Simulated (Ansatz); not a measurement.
# One shape, several levels: CH6AlFOSi (SMILES [CH3][Al]([OH])[SiH2]F)

Wanted: a comparison of 3 runs (B3LYP/6-31G*, PBE0/def2-SVP) of CH6AlFOSi. 

The calculation is run with Ansatz 0.2.0.

1 further run of the same task is left out (it didn't finish).

### 1 The molecule

CH6AlFOSi: 11 atoms, total charge 0, spin state singlet. As SMILES, `[CH3][Al]([OH])[SiH2]F`. Geometry: relaxed at PBE0-D4/def2-TZVP. This is one conformer, not always the lowest.

Bond lengths: C1–Al2 1.942 Å, Al2–O3 1.699 Å, Al2–Si4 2.473 Å, Si4–F5 1.618 Å, C1–H6 1.093 Å, C1–H7 1.095 Å, C1–H8 1.095 Å, O3–H9 0.956 Å, Si4–H10 1.493 Å, Si4–H11 1.493 Å. Some angles: C1–Al2–O3 118.3°, C1–Al2–Si4 125.2°, O3–Al2–Si4 116.5°, Al2–Si4–F5 108.7°, Al2–C1–H6 111.4°, Al2–C1–H7 111.3°, Al2–C1–H8 111.3°, Al2–O3–H9 122.7°, Al2–Si4–H10 114.0°, Al2–Si4–H11 114.0°.

### 2 Energy and forces at B3LYP/6-31G(d) (spherical functions) (run 1)

job.yaml reads:

```yaml
crystal:
  periodic: [false, false, false]
  atoms:
    - {symbol: C, position_ang: [-1.366500, 0.129900, 1.541200]}
    - {symbol: Al, position_ang: [-0.007100, 0.532300, 0.214000]}
    - {symbol: O, position_ang: [0.601000, 2.117400, 0.138600]}
    - {symbol: Si, position_ang: [0.930200, -1.088900, -1.400800]}
    - {symbol: F, position_ang: [2.031600, -0.334000, -2.314900]}
    - {symbol: H, position_ang: [-1.616200, 1.011600, 2.136400]}
    - {symbol: H, position_ang: [-1.033600, -0.657700, 2.224800]}
    - {symbol: H, position_ang: [-2.286000, -0.233000, 1.070700]}
    - {symbol: H, position_ang: [1.270800, 2.384100, -0.489700]}
    - {symbol: H, position_ang: [-0.079700, -1.669000, -2.334400]}
    - {symbol: H, position_ang: [1.620600, -2.249700, -0.765300]}
basis:
  gaussian:
    orbitals: 6-31G_st_-spherical.json
hamiltonian:
  xc: {name: B3LYP}
accuracy: high
output: {forces: true, orbitals: {seedname: orbitals}}
```

The basis set 6-31G* is read from a file made from the Basis Set Exchange's data (not shown).

Command:

```sh
ansatz run job.yaml --threads 1 --pin off --max-ram 2610MiB --events-out events.jsonl --progress --plain --runs-dir runs
```

What it wrote:

```text
Warning: RAYON_NUM_THREADS=1 ignored (pool sized by the plan → 1); use --threads N
Functional definition: B3LYP
  name "B3LYP"
  parameter a0 = 0.2
  parameter ax = 0.72
  parameter ac = 0.81
  exchange = (1 - a0 - ax)*slater_x + ax*b88_x + a0*exact_x
  correlation = (1 - ac)*vwn_rpa_c + ac*lyp_c
2034 factors; integrals over basis functions are off by at most 9.7e-9 eV
mean field evaluation 1: about -20364.9282 eV, gradient 7.5e1 eV
mean field evaluation 2: about -20329.7481 eV, gradient 1.5e2 eV
mean field evaluation 4: about -20375.7743 eV, gradient 8.6e0 eV
mean field evaluation 8: about -20376.1217 eV, gradient 9.9e-1 eV
mean field evaluation 16: about -20376.1242 eV, gradient 8.1e-5 eV
mean field -20376.12417361 eV, -748.8087519473 hartree, gradient 7.8e-9 eV, S^2 0.000000; 0 other end points of the search recorded, 0 dependent functions left out
the calculation of the forces begins
reference -20376.12422176 eV, -748.8087537165 hartree; 28, 28 occupied and 62, 62 virtual orbitals, 2034 factors
Total energy: -20376.12422176 eV, -748.8087537165 hartree
Atom 0 at    -1.366500     0.129900     1.541200 Å, force    -0.064866    -0.033530     0.054531 eV/Å
Atom 1 at    -0.007100     0.532300     0.214000 Å, force     0.011824    -0.463908    -0.182508 eV/Å
Atom 2 at     0.601000     2.117400     0.138600 Å, force    -0.161441     0.410586     0.326290 eV/Å
Atom 3 at     0.930200    -1.088900    -1.400800 Å, force    -0.262499    -0.195239     0.211374 eV/Å
Atom 4 at     2.031600    -0.334000    -2.314900 Å, force     0.378398     0.291649    -0.302110 eV/Å
Atom 5 at    -1.616200     1.011600     2.136400 Å, force    -0.033320     0.081735     0.067250 eV/Å
Atom 6 at    -1.033600    -0.657700     2.224800 Å, force     0.021859    -0.068575     0.090808 eV/Å
Atom 7 at    -2.286000    -0.233000     1.070700 Å, force    -0.107979    -0.024309    -0.029599 eV/Å
Atom 8 at     1.270800     2.384100    -0.489700 Å, force     0.324166     0.141767    -0.299500 eV/Å
Atom 9 at    -0.079700    -1.669000    -2.334400 Å, force    -0.080282    -0.060846     0.006391 eV/Å
Atom 10 at     1.620600    -2.249700    -0.765300 Å, force    -0.025859    -0.079331     0.057073 eV/Å
Dipole moment:    -0.157992    -0.091515     0.137286 e Å
```

Wall time 6.9 s (1 thread of AMD EPYC 9R45 (Zen 5), shared host); peak memory 0.35 GiB.

### 3 Energy and gradient at B3LYP/6-31G(d) (Cartesian functions) (run 2)

Changes to job.yaml since step 2:

```diff
@@ -16,3 +16,5 @@
   gaussian:
-    orbitals: 6-31G_st_-spherical.json
+    orbitals: "6-31G*"
+magnetization:
+  spin_polarized: false
 hamiltonian:
```

Command:

```sh
ansatz run job.yaml --threads 1 --pin off --max-ram 2610MiB --events-out events.jsonl --progress --plain --runs-dir runs
```

What it wrote:

```text
Warning: RAYON_NUM_THREADS=1 ignored (pool sized by the plan → 1); use --threads N
[... 7 set-up lines as earlier in the session ...]
2089 factors; integrals over basis functions are off by at most 7.7e-9 eV
mean field evaluation 1: about -20365.1727 eV, gradient 7.6e1 eV
mean field evaluation 2: about -20330.0096 eV, gradient 1.5e2 eV
mean field evaluation 4: about -20375.9980 eV, gradient 8.7e0 eV
mean field evaluation 8: about -20376.3046 eV, gradient 8.8e-1 eV
mean field evaluation 16: about -20376.3066 eV, gradient 8.5e-5 eV
mean field -20376.30661641 eV, -748.8154565962 hartree, gradient 6.4e-8 eV, S^2 0.000000; 0 other end points of the search recorded, 0 dependent functions left out
the calculation of the forces begins
reference -20376.30666454 eV, -748.8154583651 hartree; 28, 28 occupied and 67, 67 virtual orbitals, 2089 factors
Total energy: -20376.30666454 eV, -748.8154583651 hartree
Atom 0 at    -1.366500     0.129900     1.541200 Å, force    -0.052725    -0.031053     0.042264 eV/Å
Atom 1 at    -0.007100     0.532300     0.214000 Å, force     0.007676    -0.436401    -0.167857 eV/Å
Atom 2 at     0.601000     2.117400     0.138600 Å, force    -0.170635     0.388630     0.328167 eV/Å
Atom 3 at     0.930200    -1.088900    -1.400800 Å, force    -0.231618    -0.177945     0.184308 eV/Å
Atom 4 at     2.031600    -0.334000    -2.314900 Å, force     0.348514     0.273079    -0.276597 eV/Å
Atom 5 at    -1.616200     1.011600     2.136400 Å, force    -0.033461     0.079029     0.066407 eV/Å
Atom 6 at    -1.033600    -0.657700     2.224800 Å, force     0.021300    -0.066641     0.089192 eV/Å
Atom 7 at    -2.286000    -0.233000     1.070700 Å, force    -0.105785    -0.023308    -0.028677 eV/Å
Atom 8 at     1.270800     2.384100    -0.489700 Å, force     0.322990     0.135967    -0.300360 eV/Å
Atom 9 at    -0.079700    -1.669000    -2.334400 Å, force    -0.079394    -0.061760     0.007109 eV/Å
Atom 10 at     1.620600    -2.249700    -0.765300 Å, force    -0.026862    -0.079597     0.056043 eV/Å
Dipole moment:    -0.158215    -0.093458     0.136810 e Å
```

Wall time 6.9 s (1 thread of AMD EPYC 9R45 (Zen 5), shared host); peak memory 0.37 GiB.

### 4 Energy and gradient at PBE0/def2-SVP (run 3)

molecule.yaml reads:

```yaml
crystal:
  periodic: [false, false, false]
  atoms:
    - {symbol: C, position_ang: [-1.366500, 0.129900, 1.541200]}
    - {symbol: Al, position_ang: [-0.007100, 0.532300, 0.214000]}
    - {symbol: O, position_ang: [0.601000, 2.117400, 0.138600]}
    - {symbol: Si, position_ang: [0.930200, -1.088900, -1.400800]}
    - {symbol: F, position_ang: [2.031600, -0.334000, -2.314900]}
    - {symbol: H, position_ang: [-1.616200, 1.011600, 2.136400]}
    - {symbol: H, position_ang: [-1.033600, -0.657700, 2.224800]}
    - {symbol: H, position_ang: [-2.286000, -0.233000, 1.070700]}
    - {symbol: H, position_ang: [1.270800, 2.384100, -0.489700]}
    - {symbol: H, position_ang: [-0.079700, -1.669000, -2.334400]}
    - {symbol: H, position_ang: [1.620600, -2.249700, -0.765300]}
basis:
  gaussian: {orbitals: def2-SVP}
hamiltonian: {xc: pbe0}
output: {forces: true, orbitals: {seedname: orbitals}}
accuracy: high
```

Command:

```sh
ansatz run molecule.yaml --threads 1 --pin off --max-ram 2610MiB --events-out events.jsonl --progress --plain --runs-dir runs
```

What it wrote:

```text
Warning: RAYON_NUM_THREADS=1 ignored (pool sized by the plan → 1); use --threads N
Functional definition: PBE0
  name "PBE0"
  parameter a = 0.25
  parameter kappa = 0.804
  parameter beta = 0.06672455060314922
  exchange = (1 - a)*pbe_x(kappa = kappa, mu = beta*pi^2/3) + a*exact_x
  correlation = pbe_c(beta = beta)
2375 factors; integrals over basis functions are off by at most 7.1e-8 eV
mean field evaluation 1: about -20344.2533 eV, gradient 7.1e1 eV
mean field evaluation 2: about -20321.2422 eV, gradient 1.2e2 eV
mean field evaluation 4: about -20354.1830 eV, gradient 6.5e0 eV
mean field evaluation 8: about -20354.4718 eV, gradient 3.4e-1 eV
mean field evaluation 16: about -20354.4720 eV, gradient 2.4e-5 eV
mean field -20354.47196862 eV, -748.0130480900 hartree, gradient 9.4e-8 eV, S^2 0.000000; 0 other end points of the search recorded, 0 dependent functions left out
the calculation of the forces begins
reference -20354.47197170 eV, -748.0130482032 hartree; 28, 28 occupied and 80, 80 virtual orbitals, 2375 factors
Total energy: -20354.47197170 eV, -748.0130482032 hartree
Atom 0 at    -1.366500     0.129900     1.541200 Å, force     0.175108     0.049557    -0.175368 eV/Å
Atom 1 at    -0.007100     0.532300     0.214000 Å, force    -0.053289    -0.309428    -0.054755 eV/Å
Atom 2 at     0.601000     2.117400     0.138600 Å, force    -0.006240     0.197879     0.079512 eV/Å
Atom 3 at     0.930200    -1.088900    -1.400800 Å, force    -0.520208    -0.290571     0.455368 eV/Å
Atom 4 at     2.031600    -0.334000    -2.314900 Å, force     0.565657     0.462879    -0.441718 eV/Å
Atom 5 at    -1.616200     1.011600     2.136400 Å, force    -0.061352     0.243887     0.157239 eV/Å
Atom 6 at    -1.033600    -0.657700     2.224800 Å, force     0.087488    -0.207109     0.182254 eV/Å
Atom 7 at    -2.286000    -0.233000     1.070700 Å, force    -0.242744    -0.094767    -0.122808 eV/Å
Atom 8 at     1.270800     2.384100    -0.489700 Å, force     0.138051     0.133004    -0.100822 eV/Å
Atom 9 at    -0.079700    -1.669000    -2.334400 Å, force    -0.117232    -0.066765    -0.059809 eV/Å
Atom 10 at     1.620600    -2.249700    -0.765300 Å, force     0.034763    -0.118567     0.080907 eV/Å
Dipole moment:    -0.169107    -0.069597     0.157398 e Å
```

Wall time 6.9 s (1 thread of AMD EPYC 9R45 (Zen 5), shared host); peak memory 0.42 GiB.

### 5 Overview of the runs

| run | level | Cartesian functions | energy (Eh) | dipole moment (D) | HOMO energy (eV) | LUMO energy (eV) | wall time |
| --- | --- | --- | --- | --- | --- | --- | --- |
| 1 | B3LYP/6-31G* (spherical functions) | no | -748.808754 | 1.10 | -6.93 | -1.08 | 6.9 s |
| 2 | B3LYP/6-31G* (Cartesian functions) | yes | -748.815458 | 1.10 | -6.93 | -1.08 | 6.9 s |
| 3 | PBE0/def2-SVP | no | -748.013048 | 1.16 | -7.29 | -1.04 | 6.9 s |

### 6 Results

```
                       quantity          value
            run 3: total energy  -748.01305 Eh
           run 3: dipole moment         1.16 D
             run 3: HOMO energy       -7.29 eV
             run 3: LUMO energy       -1.04 eV
           run 3: HOMO–LUMO gap        6.25 eV
run 3: largest force on an atom     0.854 eV/Å
```

The dipole moment (its size) runs from 1.10 D (B3LYP/6-31G*) to 1.16 D (PBE0/def2-SVP). The two ends differ in method and basis. The HOMO–LUMO gap runs from 5.85 eV (B3LYP/6-31G*) to 6.25 eV (PBE0/def2-SVP). Totals of different functionals can't be ranked against each other. All runs together took 21 s, the longest 6.9 s.
